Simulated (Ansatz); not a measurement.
# CH4BNOSi: the cost of one run

All numbers are computed with Ansatz 0.2.0, driven from Python. The levels of theory stand in the script.

## (1) The structure

Bond lengths: N1–C2 1.276 Å, C2–O3 1.433 Å, C2–B4 1.417 Å, O3–B4 1.389 Å, B4–Si5 2.002 Å, N1–H6 1.115 Å, Si5–H7 1.461 Å, Si5–H8 1.430 Å, Si5–H9 1.527 Å. Angles: N1–C2–O3 148.2°, N1–C2–B4 153.4°, O3–C2–B4 58.3°, C2–N1–H6 117.5°, C2–O3–B4 60.3°, C2–B4–O3 61.4°, C2–B4–Si5 150.2°, O3–B4–Si5 148.4°, B4–Si5–H7 109.0°, B4–Si5–H8 109.6°, B4–Si5–H9 108.3°, H7–Si5–H8 111.5°, H7–Si5–H9 107.7°, H8–Si5–H9 110.7°.

The script reads ch4bnosi.xyz:

```xyz
9

N     2.10650    1.48620   -0.68920
C     1.50370    0.36540   -0.60120
O     1.54480   -1.05600   -0.77590
B     0.41450   -0.46180   -0.23050
Si   -1.43370   -0.67370    0.50860
H     1.53240    2.40220   -0.41650
H    -2.20040    0.53750    0.22840
H    -2.05060   -1.82910   -0.06640
H    -1.32870   -0.81700    2.02560
```

## (2) The script

Input file ch4bnosi_methods.py:

```python
# -*- coding: utf-8 -*-
'''CH4BNOSi at several levels of theory.'''

from pathlib import Path

import ansatz as az
import numpy as np

mol = az.Crystal.molecule_from_extxyz('ch4bnosi.xyz')

setup = mol.calculation().basis(gaussian='cc-pVDZ')

print('functional    E (Ha)        dipole (D)   HOMO (eV)  LUMO (eV)')
for name in ['revpbe', 'hse06', 'r2scan0', 'pbe0', 'b3lyp']:
    summary = setup.functional(name).forces().orbitals().run(threads=1, backend='cpu', runs_dir='runs').report
    lines = Path(summary['orbitals_path']).read_text().splitlines()
    field_of = lambda key: [line.split('=')[1].strip() for line in lines if line.startswith(key)]
    orbitals = [(27.211386 * float(e), s, float(n)) for e, s, n in zip(field_of('Ene='), field_of('Spin='), field_of('Occup='))]
    homo = max(e for e, _, n in orbitals if n > 0.5)
    lumo = min(e for e, _, n in orbitals if n < 0.5)
    dipole = 4.803205 * np.linalg.norm(summary['charge_distribution']['dipole_moment_e_ang'])
    print(f'{name:10s} {summary["free_energy_ev"] / 27.211386246:14.6f} {dipole:9.3f} {homo:11.3f} {lumo:10.3f}')
```

## (3) What the engine is handed

The engine receives this input (first run):

```yaml
crystal:
  periodic: [false, false, false]
  atoms:
    - { symbol: "N", position_ang: [2.1065, 1.4862, -0.6892] }
    - { symbol: C, position_ang: [1.5037, 0.3654, -0.6012] }
    - { symbol: O, position_ang: [1.5448, -1.056, -0.7759] }
    - { symbol: B, position_ang: [0.4145, -0.4618, -0.2305] }
    - { symbol: Si, position_ang: [-1.4337, -0.6737, 0.5086] }
    - { symbol: H, position_ang: [1.5324, 2.4022, -0.4165] }
    - { symbol: H, position_ang: [-2.2004, 0.5375, 0.2284] }
    - { symbol: H, position_ang: [-2.0506, -1.8291, -0.0664] }
    - { symbol: H, position_ang: [-1.3287, -0.817, 2.0256] }
basis:
  gaussian:
    orbitals: cc-pVDZ
hamiltonian:
  xc: revpbe
output:
  orbitals: {}
  forces: true
```

## (4) The run

Command:

```bash
python ch4bnosi_methods.py
```

Q: Estimate wall time and peak memory on 1 thread of Arm Neoverse V1, shared host.

About 22 s, with a peak of 0.25 GiB.
